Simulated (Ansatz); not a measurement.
# AlH5S2Si: up Jacob's ladder to CCSD(T)

One table from this session's results is given with a row withheld; the runs are named, their logs left out.

The runs use Ansatz 0.2.0, Gaussian basis; functionals in def2-TZVPP, the program's frozen cores in correlated methods.

The runs, in order: LDA (SPW92), PBE-D4, revPBE-D4, BLYP-D4, r2SCAN-D4, B97M-V, PBE0-D4, B3LYP-D4, r2SCANh-D4, r2SCAN0-D4, HSE06-D4, BHLYP-D4, CAM-B3LYP-D4, LC-ωPBE, ωB97X-V, ωB97M-V, B2PLYP, PBE-QIDH; CCSD(T)/def2-SVP; CCSD(T)/def2-TZVPP; MP2/def2-QZVPP; extrapolation to the limit; RPA on PBE.

### The relaxed structure

The geometry comes from an earlier relaxation with PBE0-D4 in a triple-zeta def2 set; it is a stationary point, not always the lowest conformer.

9 atoms, charge 0, spin multiplicity 1.

Atoms are counted from 1 here; the program's logs count them from 0.

Bond lengths: Si1–S2 2.135 Å, Si1–H5 1.482 Å, Si1–H6 1.487 Å, Si1–H7 1.485 Å, S2–Al3 2.181 Å, Al3–S4 2.179 Å, Al3–H8 1.572 Å, S4–H9 1.344 Å. Angles: S2–Si1–H5 106.5°, S2–Si1–H6 111.4°, S2–Si1–H7 111.3°, H5–Si1–H6 109.4°, H5–Si1–H7 109.8°, H6–Si1–H7 108.4°, Si1–S2–Al3 102.5°, S2–Al3–S4 123.9°, S2–Al3–H8 118.0°, S4–Al3–H8 118.1°, Al3–S4–H9 95.6°.

Set-up of the first run:

Contents of in.yaml:

```yaml
crystal:
  periodic: [false, false, false]
  atoms:
    - {symbol: Si, position_ang: [0.016568, 0.927382, -1.259855]}
    - {symbol: S, position_ang: [1.387642, -0.645274, -0.808110]}
    - {symbol: Al, position_ang: [0.591740, -1.445270, 1.058161]}
    - {symbol: S, position_ang: [-1.076372, -0.559677, 2.145539]}
    - {symbol: H, position_ang: [0.508447, 1.572919, -2.499931]}
    - {symbol: H, position_ang: [-0.034349, 1.933901, -0.166453]}
    - {symbol: H, position_ang: [-1.355401, 0.401995, -1.476258]}
    - {symbol: H, position_ang: [1.260711, -2.738047, 1.652927]}
    - {symbol: H, position_ang: [-1.210486, 0.505771, 1.336882]}
basis:
  gaussian: {orbitals: def2-TZVPP}
hamiltonian: {xc: lda}
output: {orbitals: {seedname: orbitals}}
```

Command:

```console
$ ansatz run in.yaml --threads 2 --pin off --events-out ev --progress --plain --max-ram 4352MiB
```

Steps of the session up to this table: LDA; PBE-D4 (GGA); revPBE-D4 (GGA); BLYP-D4 (GGA); r2SCAN-D4 (meta-GGA); B97M-V (meta-GGA); PBE0-D4 (hybrid); B3LYP-D4 (hybrid); r2SCANh-D4 (hybrid); r2SCAN0-D4 (hybrid); HSE06-D4 (hybrid); BHLYP-D4 (hybrid); CAM-B3LYP-D4 (range-separated); LC-ωPBE (range-separated); ωB97X-V (range-separated); ωB97M-V (range-separated); B2PLYP (double hybrid); PBE-QIDH (double hybrid).

One table of the session follows, with a row left open; its other results are not shown here.

It belongs to the step «Orbital energies across the functionals». 

| functional | HOMO (eV) | gap (eV) |
| --- | --- | --- |
| LDA (SPW92) | -6.71 | 4.53 |
| PBE-D4 | -6.59 | 4.64 |
| revPBE-D4 | -6.55 | 4.70 |
| BLYP-D4 | -6.40 | 4.61 |
| r2SCAN-D4 | -6.89 | 5.22 |
| B97M-V | -6.99 | 5.20 |
| PBE0-D4 | -7.77 | 6.56 |
| B3LYP-D4 | -7.50 | 6.13 |
| r2SCANh-D4 | -7.32 | 5.90 |
| r2SCAN0-D4 | -7.96 | 6.92 |
| HSE06-D4 | -7.37 | 5.80 |
| BHLYP-D4 | -8.78 | 8.39 |
| CAM-B3LYP-D4 | -9.03 | 8.79 |
| LC-ωPBE | ? | ? |
| ωB97X-V | -10.08 | 10.77 |
| ωB97M-V | -9.90 | 10.36 |

**Question.** Estimate the row for LC-ωPBE.

As computed: HOMO (eV): -10.45; gap (eV): 11.23. In the column «HOMO (eV)» it is the lowest.
